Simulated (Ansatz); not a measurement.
# BFH₇NSi₂: one species, many methods

Aim: compute BFH₇NSi₂ with functionals from several rungs and with coupled cluster, and see how far each lands from CCSD(T) at the basis-set limit for the atomisation energy.

Program: Ansatz 0.2.0, Gaussian basis. Level of theory: functionals in def2-TZVPP, the program's frozen cores in correlated methods. These are calculated values, not measurements.

The runs, in order: PBE-D4, r2SCAN-D4, PBE0-D4, B3LYP-D4, ωB97X-V, ωB97M-V, B2PLYP; CCSD(T)/def2-TZVPP; MP2/def2-QZVPP; extrapolation to the limit.

## 1. The relaxed structure

An earlier PBE0-D4 in a triple-zeta def2 set relaxation fixed the geometry.

SMILES `N[SiH]([SiH3])BF`, 12 atoms, charge 0, spin multiplicity 1.

Atoms are counted from 1 here; the program's logs count them from 0.

Bond lengths: N1–Si2 1.725 Å, N1–H6 1.007 Å, N1–H7 1.007 Å, Si2–Si3 2.359 Å, Si2–B4 2.023 Å, Si2–H8 1.494 Å, Si3–H9 1.491 Å, Si3–H10 1.490 Å, Si3–H11 1.490 Å, B4–F5 1.326 Å, B4–H12 1.203 Å. Angles: Si2–N1–H6 121.7°, Si2–N1–H7 118.9°, H6–N1–H7 111.2°, N1–Si2–Si3 114.6°, N1–Si2–B4 109.9°, N1–Si2–H8 110.6°, Si3–Si2–B4 106.7°, Si3–Si2–H8 105.5°, B4–Si2–H8 109.3°, Si2–Si3–H9 110.2°, Si2–Si3–H10 111.0°, Si2–Si3–H11 111.3°, H9–Si3–H10 107.7°, H9–Si3–H11 108.2°, H10–Si3–H11 108.3°, Si2–B4–F5 119.9°, Si2–B4–H12 123.9°, F5–B4–H12 116.2°.

## 2. PBE-D4 (GGA)

Contents of in.yaml:

```yaml
crystal:
  periodic: [false, false, false]
  atoms:
    - {symbol: N, position_ang: [-1.724811, 0.533305, 0.733857]}
    - {symbol: Si, position_ang: [-0.571008, -0.214131, -0.308279]}
    - {symbol: Si, position_ang: [1.315068, -1.102820, 0.794492]}
    - {symbol: B, position_ang: [0.121288, 1.133229, -1.649779]}
    - {symbol: F, position_ang: [-0.112215, 2.425840, -1.468532]}
    - {symbol: H, position_ang: [-2.071972, 0.069250, 1.556903]}
    - {symbol: H, position_ang: [-1.686923, 1.530928, 0.866057]}
    - {symbol: H, position_ang: [-1.187528, -1.364013, -1.035546]}
    - {symbol: H, position_ang: [0.888223, -2.038817, 1.873517]}
    - {symbol: H, position_ang: [2.122427, -0.021520, 1.426254]}
    - {symbol: H, position_ang: [2.192269, -1.850233, -0.149607]}
    - {symbol: H, position_ang: [0.792180, 0.843680, -2.605436]}
basis:
  gaussian: {orbitals: def2-TZVPP}
hamiltonian: {xc: pbe, dispersion: d4}
output: {forces: true, orbitals: {seedname: orbitals}}
```

Started as:

```sh
> ansatz run in.yaml --threads 4 --pin off --events-out ev --progress --plain --max-ram 10444MiB
```

After this run come: r2SCAN-D4 (meta-GGA); PBE0-D4 (hybrid); B3LYP-D4 (hybrid); ωB97X-V (range-separated); ωB97M-V (range-separated); B2PLYP (double hybrid); CCSD(T) in def2-TZVPP; MP2 in def2-QZVPP.

Q: Predict the results of all the runs planned. Wanted: atomisation energy, CCSD(T)/CBS; farthest; mean size of error, hybrid; mean size of error, range-separated; gap, smallest and largest; T1 diagnostic; triples share of the correlation energy.

As calculated:

| quantity | value |
| --- | --- |
| atomisation energy, CCSD(T)/CBS | 952.3 kcal/mol |
| functionals within 4.8 kcal/mol (0.5 %) | r2SCAN-D4, PBE0-D4, B3LYP-D4, ωB97M-V |
| farthest | B2PLYP (-10.1 kcal/mol) |
| mean size of error, hybrid | 4.1 kcal/mol |
| mean size of error, range-separated | 5.8 kcal/mol |
| gap, smallest and largest | 3.14 eV (PBE-D4), 9.75 eV (ωB97X-V) |
| T1 diagnostic | 0.0137 |
| triples share of the correlation energy | 3.3 % |

In words: PBE-D4 is off by +7.7 kcal/mol. Double hybrids carry the basis error of their MP2 part in triple zeta, and no dispersion term here, so their miss is partly the set-up's. The reference freezes the cores and leaves out relativity and excitations past (T), so misses under about 4.8 kcal/mol can't be ranked. Hartree-Fock recovers 74 % of the binding; the rest is correlation. Orbital gaps span 3.1 to 9.7 eV; exact exchange widens them.
